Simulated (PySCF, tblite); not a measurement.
# C7H9FGe: infrared bands, NMR shifts and electronic excitations in gas and solvents, part 2 of 2

tblite 0.8.0 and PySCF 2.14.0. Atoms count from 0. Earlier steps stand in the parts before.

## (7) Nuclear shieldings: KT3/pcSseg-1

The job: settings as JSON, then the geometry in Å.

```
{"job": {"kind": "nmr", "xc": "KT3", "basis": "pcSseg-1", "pop": false}, "charge": 0, "multiplicity": 1}
C     -1.750060     1.045556    -1.281699
C     -1.337573     0.111293    -0.402576
C     -2.321249    -0.848457     0.208755
C      0.070461     0.021291    -0.030534
C      0.667933    -0.859567     0.807403
F      0.032505    -1.843562     1.449957
C      2.112784    -0.783348     1.069887
C      2.806060     0.186217     0.445339
Ge     1.528319     1.174562    -0.640254
H     -2.800962     1.128626    -1.569246
H     -1.055208     1.754278    -1.741443
H     -2.063120    -1.890132    -0.034476
H     -3.338869    -0.646417    -0.151896
H     -2.317281    -0.774761     1.306742
H      2.544685    -1.517020     1.758868
H      3.880086     0.326067     0.577339
H      1.367262     2.648245    -0.233457
H      1.796827     1.080114    -2.151498
```

Level: GIAO KT3/pcSseg-1 NMR shielding, non-relativistic, gas phase.

What it wrote:

```text
coarse grid: 71224 points
cycle   1  E = -2462.2137379175  dE =  3.829e-01  |g| = 9.060e-01  |ddm| = 4.305e+00
cycle   2  E = -2461.9867867471  dE =  2.270e-01  |g| = 1.330e+00  |ddm| = 2.003e+00
cycle   3  E = -2462.3278961893  dE = -3.411e-01  |g| = 3.020e-01  |ddm| = 1.467e+00
cycle   4  E = -2462.3467010966  dE = -1.880e-02  |g| = 1.720e-01  |ddm| = 4.996e-01
cycle   5  E = -2462.3550826549  dE = -8.382e-03  |g| = 5.601e-02  |ddm| = 2.313e-01
cycle   6  E = -2462.3558229113  dE = -7.403e-04  |g| = 1.438e-02  |ddm| = 6.271e-02
cycle   7  E = -2462.3558694844  dE = -4.657e-05  |g| = 8.001e-03  |ddm| = 2.210e-02
cycle   8  E = -2462.3558865400  dE = -1.706e-05  |g| = 1.809e-03  |ddm| = 8.808e-03
cycle   9  E = -2462.3558872240  dE = -6.840e-07  |g| = 9.726e-04  |ddm| = 2.921e-03
final grid: 151448 points
cycle  10  E = -2462.3558712723  dE =  1.610e-06  |g| = 2.620e-03  |ddm| = 5.282e-03
cycle  11  E = -2462.3558579910  dE =  1.328e-05  |g| = 7.265e-03  |ddm| = 1.048e-02
cycle  12  E = -2462.3558731981  dE = -1.521e-05  |g| = 4.705e-04  |ddm| = 7.639e-03
cycle  13  E = -2462.3558732509  dE = -5.283e-08  |g| = 1.100e-04  |ddm| = 4.655e-04
cycle  14  E = -2462.3558732546  dE = -3.649e-09  |g| = 1.554e-05  |ddm| = 1.182e-04
cycle  15  E = -2462.3558732546  dE = -3.547e-11  |g| = 1.029e-05  |ddm| = 2.605e-05
converged SCF energy = -2462.3558732546

GIAO shielding tensors (ppm)
atom      isotropic    diamagn.    paramagn.     s11        s22        s33       span
  0 C       70.817     254.759    -183.942     -9.751     93.622    128.580    138.331
  1 C       45.345     255.174    -209.829    -52.839     34.881    153.992    206.832
  2 C      157.223     246.717     -89.494    142.252    150.031    179.385     37.133
  3 C       74.433     267.359    -192.926      9.299     73.708    140.291    130.992
  4 C       25.155     249.772    -224.617    -37.757     55.634     57.589     95.345
  5 F      252.012     479.171    -227.158    129.052    245.014    381.972    252.920
  6 C       42.754     254.229    -211.475    -52.636     58.033    122.864    175.500
  7 C       62.169     262.900    -200.731    -37.494     53.471    170.532    208.026
  8 Ge    1475.507    2760.405   -1284.898   1365.504   1477.311   1583.707    218.203
  9 H       26.513      29.989      -3.476     24.597     24.820     30.122      5.525
 10 H       26.402      33.863      -7.461     23.559     24.949     30.698      7.138
 11 H       28.995      29.733      -0.738     25.074     28.548     33.362      8.288
 12 H       29.629      28.000       1.629     25.577     28.675     34.636      9.059
 13 H       29.045      29.889      -0.844     25.161     28.610     33.365      8.204
 14 H       24.724      29.658      -4.934     23.035     23.844     27.293      4.258
 15 H       25.397      30.559      -5.162     24.620     25.281     26.290      1.669
 16 H       26.654      29.380      -2.726     20.751     21.975     37.237     16.486
 17 H       26.622      29.371      -2.749     20.732     21.963     37.171     16.439
```

Wall time 2.7 min (1 thread of Intel Xeon at 2.50GHz, shared host); peak memory 1 GiB.

This run: δ C4 157.1, C6 139.6, C1 137.0, C7 120.1, H14 6.60, H15 5.92 ppm.

## (8) Nuclear shieldings: PBE0/pcSseg-1 in acetonitrile

The job, as its differences from that of step 7:

```diff
@@ -1,2 +1,2 @@
-{"job": {"kind": "nmr", "xc": "KT3", "basis": "pcSseg-1", "pop": false}, "charge": 0, "multiplicity": 1}
+{"job": {"kind": "nmr", "xc": "PBE0", "basis": "pcSseg-1", "solvent": "acetonitrile", "pop": true}, "charge": 0, "multiplicity": 1}
 C     -1.750060     1.045556    -1.281699
```

With the program's defaults for keys left out, this is: GIAO PBE0/pcSseg-1 NMR shielding, non-relativistic, IEF-PCM acetonitrile.

What it wrote:

```text
coarse grid: 71224 points
cycle   1  E = -2447.8985008726  dE =  5.562e-01  |g| = 9.995e-01  |ddm| = 4.252e+00
cycle   2  E = -2447.8463953490  dE =  5.211e-02  |g| = 1.092e+00  |ddm| = 1.247e+00
cycle   3  E = -2447.9980498896  dE = -1.517e-01  |g| = 1.490e-01  |ddm| = 7.730e-01
cycle   4  E = -2448.0020508674  dE = -4.001e-03  |g| = 7.504e-02  |ddm| = 1.748e-01
cycle   5  E = -2448.0032756531  dE = -1.225e-03  |g| = 8.932e-03  |ddm| = 6.648e-02
cycle   6  E = -2448.0032887757  dE = -1.312e-05  |g| = 4.273e-03  |ddm| = 1.190e-02
cycle   7  E = -2448.0032924962  dE = -3.720e-06  |g| = 1.044e-03  |ddm| = 4.420e-03
final grid: 151448 points
cycle   8  E = -2448.0032935363  dE =  1.118e-07  |g| = 1.480e-03  |ddm| = 3.219e-03
cycle   9  E = -2448.0032929756  dE =  5.607e-07  |g| = 2.273e-03  |ddm| = 2.940e-03
cycle  10  E = -2448.0032938885  dE = -9.129e-07  |g| = 2.149e-04  |ddm| = 1.911e-03
cycle  11  E = -2448.0032939002  dE = -1.170e-08  |g| = 2.814e-05  |ddm| = 2.265e-04
cycle  12  E = -2448.0032939004  dE = -1.555e-10  |g| = 9.088e-06  |ddm| = 3.220e-05
converged SCF energy = -2448.0032939004

GIAO shielding tensors (ppm)
atom      isotropic    diamagn.    paramagn.     s11        s22        s33       span
  0 C       60.517     255.418    -194.901    -33.518     83.696    131.372    164.890
  1 C       35.335     256.240    -220.904    -79.808     26.472    159.343    239.151
  2 C      159.994     245.864     -85.870    145.576    152.387    182.019     36.443
  3 C       66.498     267.573    -201.075     -6.281     63.659    142.115    148.396
  4 C       16.200     248.863    -232.663    -61.537     53.797     56.338    117.875
  5 F      270.373     478.422    -208.049    148.076    260.618    402.426    254.350
  6 C       31.595     255.502    -223.906    -79.457     49.042    125.201    204.658
  7 C       46.899     263.896    -216.997    -69.245     34.509    175.432    244.677
  8 Ge    1473.630    2755.253   -1281.622   1348.014   1483.795   1589.082    241.067
  9 H       25.991      29.983      -3.993     24.006     24.128     29.838      5.832
 10 H       25.985      32.921      -6.936     23.070     24.253     30.631      7.561
 11 H       28.933      29.175      -0.242     24.820     28.417     33.561      8.741
 12 H       29.299      28.070       1.229     24.894     28.241     34.763      9.869
 13 H       28.980      29.289      -0.309     24.903     28.476     33.561      8.658
 14 H       24.291      28.961      -4.671     22.317     23.392     27.163      4.846
 15 H       24.573      29.897      -5.324     23.744     24.381     25.595      1.851
 16 H       26.338      28.681      -2.343     20.223     21.524     37.268     17.045
 17 H       26.309      28.684      -2.375     20.210     21.513     37.205     16.994
```

It took 2.3 min on 1 thread of Intel Xeon at 2.50GHz, shared host; peak memory 1.4 GiB.

This run: δ C4 169.3, C6 153.9, C1 150.1, C7 138.6, H14 6.95, H15 6.67 ppm.

## (9) Shielding tensors: PBE0/pcSseg-1 in chloroform

The job, as its differences from that of step 8:

```diff
@@ -1,2 +1,2 @@
-{"job": {"kind": "nmr", "xc": "PBE0", "basis": "pcSseg-1", "solvent": "acetonitrile", "pop": true}, "charge": 0, "multiplicity": 1}
+{"job": {"kind": "nmr", "xc": "PBE0", "basis": "pcSseg-1", "solvent": "chloroform", "pop": false}, "charge": 0, "multiplicity": 1}
 C     -1.750060     1.045556    -1.281699
```

Method: GIAO PBE0/pcSseg-1 NMR shielding, non-relativistic, IEF-PCM chloroform.

What it wrote:

```text
coarse grid: 71224 points
cycle   1  E = -2447.8964163553  dE =  5.581e-01  |g| = 1.001e+00  |ddm| = 4.252e+00
cycle   2  E = -2447.8413979323  dE =  5.502e-02  |g| = 1.098e+00  |ddm| = 1.263e+00
cycle   3  E = -2447.9960868582  dE = -1.547e-01  |g| = 1.567e-01  |ddm| = 7.932e-01
cycle   4  E = -2448.0006068351  dE = -4.520e-03  |g| = 7.936e-02  |ddm| = 1.927e-01
cycle   5  E = -2448.0020147088  dE = -1.408e-03  |g| = 1.020e-02  |ddm| = 7.410e-02
cycle   6  E = -2448.0020322084  dE = -1.750e-05  |g| = 4.619e-03  |ddm| = 1.329e-02
cycle   7  E = -2448.0020363684  dE = -4.160e-06  |g| = 1.032e-03  |ddm| = 4.686e-03
final grid: 151448 points
cycle   8  E = -2448.0020374154  dE =  1.021e-07  |g| = 1.441e-03  |ddm| = 3.229e-03
cycle   9  E = -2448.0020368443  dE =  5.710e-07  |g| = 2.229e-03  |ddm| = 2.830e-03
cycle  10  E = -2448.0020377598  dE = -9.155e-07  |g| = 2.413e-04  |ddm| = 1.868e-03
cycle  11  E = -2448.0020377748  dE = -1.506e-08  |g| = 2.960e-05  |ddm| = 2.591e-04
cycle  12  E = -2448.0020377750  dE = -1.705e-10  |g| = 8.998e-06  |ddm| = 3.315e-05
converged SCF energy = -2448.0020377750

GIAO shielding tensors (ppm)
atom      isotropic    diamagn.    paramagn.     s11        s22        s33       span
  0 C       60.741     255.338    -194.597    -33.256     84.666    130.812    164.068
  1 C       35.395     256.163    -220.768    -79.723     26.592    159.317    239.040
  2 C      159.805     245.744     -85.939    145.330    152.319    181.765     36.435
  3 C       66.256     267.504    -201.248     -6.729     63.548    141.949    148.678
  4 C       16.293     248.827    -232.535    -61.349     54.057     56.170    117.519
  5 F      269.908     478.320    -208.412    147.569    260.197    401.957    254.387
  6 C       31.617     255.525    -223.908    -79.341     49.199    124.994    204.335
  7 C       47.713     263.810    -216.097    -68.253     36.250    175.142    243.396
  8 Ge    1473.964    2755.274   -1281.310   1348.971   1483.195   1589.726    240.755
  9 H       26.059      30.028      -3.969     24.075     24.194     29.907      5.832
 10 H       26.051      33.017      -6.966     23.142     24.304     30.705      7.563
 11 H       28.927      29.164      -0.238     24.811     28.422     33.547      8.736
 12 H       29.359      28.105       1.254     24.973     28.320     34.784      9.811
 13 H       28.977      29.281      -0.305     24.897     28.484     33.549      8.651
 14 H       24.347      29.030      -4.683     22.414     23.412     27.214      4.800
 15 H       24.682      29.953      -5.270     23.873     24.494     25.680      1.807
 16 H       26.362      28.720      -2.357     20.256     21.549     37.283     17.027
 17 H       26.332      28.721      -2.389     20.242     21.536     37.219     16.977
```

Run time: 2.1 min. Hardware: 1 thread of Intel Xeon at 2.50GHz, shared host; peak memory 1.4 GiB.

In short: δ C4 168.9, C6 153.5, C1 149.8, C7 137.5, H14 6.90, H15 6.57 ppm.

## (10) Side by side: NMR shifts

Shifts (ppm) of some atoms, chosen among heavy atoms and hydrogens apart, with basis size and wall time:

| run | C6 | C1 | C7 | C0 | H15 | H9 | F5 | functions | time |
| --- | --- | --- | --- | --- | --- | --- | --- | --- | --- |
| PBE0/pcSseg-1 | 152.7 | 148.6 | 135.0 | 123.5 | 6.33 | 5.06 | -90.4 | 222 | 2.5 min |
| KT3/pcSseg-1 | 139.6 | 137.0 | 120.1 | 111.5 | 5.92 | 4.81 | -102.6 | 222 | 2.7 min |
| PBE0/pcSseg-1 in acetonitrile | 153.9 | 150.1 | 138.6 | 125.0 | 6.67 | 5.25 | -89.9 | 222 | 2.3 min |
| PBE0/pcSseg-1 in chloroform | 153.5 | 149.8 | 137.5 | 124.4 | 6.57 | 5.19 | -90.3 | 222 | 2.1 min |

The continuum's effect on the ground state:

| solvent | ε | polarisation energy (Eh) | μ (D) |
| --- | --- | --- | --- |
| chloroform | 4.71 | -0.0033 | 1.19 |
| acetonitrile | 35.69 | -0.0048 | 1.30 |

## (11) Summary of results

What follows sums up all 2 parts.

| quantity | value |
| --- | --- |
| strongest single infrared mode (GFN2-xTB) | 2023 cm⁻¹, 470 km/mol |
| zero-point energy (GFN2-xTB) | 81.1 kcal/mol |
| rotational constants (main isotopes) | 1.63, 1.06, 0.65 GHz |
| ¹³C shifts against TMS (PBE0/pcSseg-1) | 167.9, 152.7, 148.6, 135.0, 123.5, 118.5, 25.1 ppm |
| ¹H shifts against TMS (PBE0/pcSseg-1, means over atoms taken as alike) | 6.77, 6.33, 5.09, 5.06, 4.87, 2.13 ppm |
| ¹⁹F shifts against CFCl3 (PBE0/pcSseg-1) | -90.4 ppm |
| ⁷³Ge shifts against GeMe4 (PBE0/pcSseg-1) | -144 ppm |
| lowest singlet (CAM-B3LYP/def2-SVPD) | 4.03 eV (307 nm), f = 0.208 |
| brightest single state of those computed | state 6, 6.24 eV, f = 0.227 |
| lowest triplet | 2.34 eV |
| vertical ionisation energy (ΔSCF) | 7.99 eV |
| vertical electron affinity (ΔSCF) | 0.17 eV |
| range of the shift of C7 (PBE0/pcSseg-1 runs) | 135.0 to 138.6 ppm |

**Reading.** Relaxing lowered the energy by 0.343 eV in 102 steps; the close pair that moved most is C3–Ge8, from 1.908 to 1.969 Å (GFN2-xTB). All 48 modes are real, so the xTB geometry is a minimum. The strongest single mode, at 2023 cm⁻¹, moves mainly H16 and H17. GFN2-xTB is a fitted tight-binding method: band positions and strengths are rough. Its intensities can rank the bands wrongly. The optimisation took 8 steps and gained 0.168 eV; among the close pairs (by a distance rule), C0–C1 changed most, from 1.308 to 1.348 Å (PBE0/def2-SVP). At PBE0/pcSseg-1: The widest tensor belongs to F5: span 256 ppm, with a paramagnetic part of -210 ppm. The lowest singlet, at 4.03 eV, is HOMO→LUMO 0.95 and is bright; of the 10 states computed, the strongest absorption comes from state 6 at 6.24 eV. The lowest triplet lies 1.69 eV below the lowest singlet (triplets in Tamm-Dancoff, singlets in full TDDFT). The orbital energy would give 7.43 eV for ionisation, ΔSCF gives 7.99 eV. At one level, PBE0/pcSseg-1: In ppm, C7 moves most: its shift spreads over 3.6 ppm, from 135.0 (PBE0/pcSseg-1) to 138.6 (PBE0/pcSseg-1 in acetonitrile). The continuum holds electrostatics alone: no hydrogen bonds to the solvent, and the gas-phase geometry is kept. Spin-orbit coupling is left out, which matters for shieldings and couplings at and beside the heavy atoms.
